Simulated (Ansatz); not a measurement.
# NaGdO2: the cost of one run

Computed with Ansatz 0.2.0 (DFT r²SCAN+U (U = 4 eV, J = 0.7 eV on Gd f), plane waves, PAW, no spin–orbit coupling unless a run says so, unless a step's input says otherwise).

1 further run of the same task is left out (it didn't finish).

**1. The system as given**

Symmetry: I4_1/amd, No. 141, tetragonal system. Conventional cell: a = 4.661 Å, b = 4.661 Å, c = 10.519 Å, α = 90.00°, β = 90.00°, γ = 90.00°. Na (site symmetry -4m2) is surrounded by 4 O at 2.35 Å. Around Gd (site symmetry -4m2) lie 6 O at 2.30 to 2.35 Å. O (site symmetry 2mm) has 3 Gd at 2.30 to 2.35 Å and 2 Na at 2.35 Å as nearest neighbours.

Structure file:

```
Na Gd O
1.0
    -2.33035    2.33035    5.25955
     2.33035   -2.33035    5.25955
     2.33035    2.33035   -5.25955
Na Gd O
2 2 4
Direct
  0.50000 0.50000 0.00000
  0.25000 0.75000 0.50000
  0.00000 0.00000 0.00000
  0.75000 0.25000 0.50000
  0.21900 0.21900 0.00000
  0.96900 0.46900 0.50000
  0.53100 0.03100 0.50000
  0.78100 0.78100 0.00000
```

Magnetic order typed: opposed in the cell.

**2. From atoms, symmetry kept, no search**

Contents of input.yaml:

```yaml
crystal:
  lattice:
    - [-2.33035, 2.33035, 5.25955]
    - [2.33035, -2.33035, 5.25955]
    - [2.33035, 2.33035, -5.25955]
  atoms:
    - { symbol: Na, position: [0.5, 0.5, 0.0] }
    - { symbol: Na, position: [0.25, 0.75, 0.5] }
    - { symbol: Gd, position: [0.0, 0.0, 0.0], spin: 7.0 }
    - { symbol: Gd, position: [0.75, 0.25, 0.5], spin: -7.0 }
    - { symbol: O, position: [0.219, 0.219, 0.0] }
    - { symbol: O, position: [0.969, 0.469, 0.5] }
    - { symbol: O, position: [0.531, 0.031, 0.5] }
    - { symbol: O, position: [0.781, 0.781, 0.0] }
basis:
  ecutwfc: 500
  ecutrho_ratio: 4
kpoints:
  mp_grid: { grid: [6, 6, 6] }
hamiltonian:
  xc: r2scan
  hubbard:
    sites:
      - { site: 2, l: f, u: 4.0, j: 0.7 }
      - { site: 3, l: f, u: 4.0, j: 0.7 }
scf:
  occupations: { method: gaussian, width: 0.05 }
  lower_state_search: "off"
  max_iter: 150
output:
  forces: true
  stress: true
  eigenvalues: true
  populations: true
  hubbard: { sites: [{ site: 2, l: f }, { site: 3, l: f }] }
magnetization:
  spin_polarized: true
```

Started as:

```
> ansatz run input.yaml --threads 8 --pin off --max-ram 12288MiB --backend cpu --events-out ev --progress --plain --runs-dir out
```

What time and memory should one allow on 8 threads of Arm Neoverse N1, shared host?

About 54 s, with a peak of 1.3 GiB.
